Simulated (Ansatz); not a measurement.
# H3W: the cost of one run

Program: Ansatz 0.2.0, Gaussian basis. Level of theory: def2-QZVPP, core rule «outside noble gas», up to 4 orbitals frozen. These are calculated values, not measurements.

To be run: UHF; ROHF; CCSD(T) on UHF.

### Step 1. What is computed

The geometry is a PBE0/def2-TZVP stationary point (not a proven minimum) of the parent state, kept for this charge and spin. No spin-orbit coupling is included. Elements past krypton take def2 core potentials.

4 atoms, charge 0, spin multiplicity 6.

Atoms are counted from 1 here; the program's logs count them from 0.

Bond lengths: W1–H2 1.710 Å, W1–H3 1.710 Å, W1–H4 1.710 Å. Angles: H2–W1–H3 112.3°, H2–W1–H4 112.3°, H3–W1–H4 112.3°.

### Step 2. UHF

in.yaml reads:

```yaml
crystal:
  periodic: [false, false, false]
  atoms:
    - {symbol: W, position_ang: [0.000018, 0.000018, -0.007849]}
    - {symbol: H, position_ang: [1.638941, 0.014192, 0.481052]}
    - {symbol: H, position_ang: [-0.834382, 1.411605, 0.478453]}
    - {symbol: H, position_ang: [-0.807904, -1.429056, 0.472050]}
basis:
  gaussian: {orbitals: "def2-QZVPP.json"}
magnetization: {spin_polarized: true, initial_magnetization: 5}
hamiltonian: {xc: hf}
output: {orbitals: {seedname: orbitals}}
```

Run with:

```console
$ ansatz run in.yaml --threads 1 --pin off --events-out ev --progress --plain --max-ram 2560MiB --backend cpu
```

What time and memory should one allow on 1 thread of AMD EPYC 7R13, shared host?

About 22 s, with a peak of 0.34 GiB.
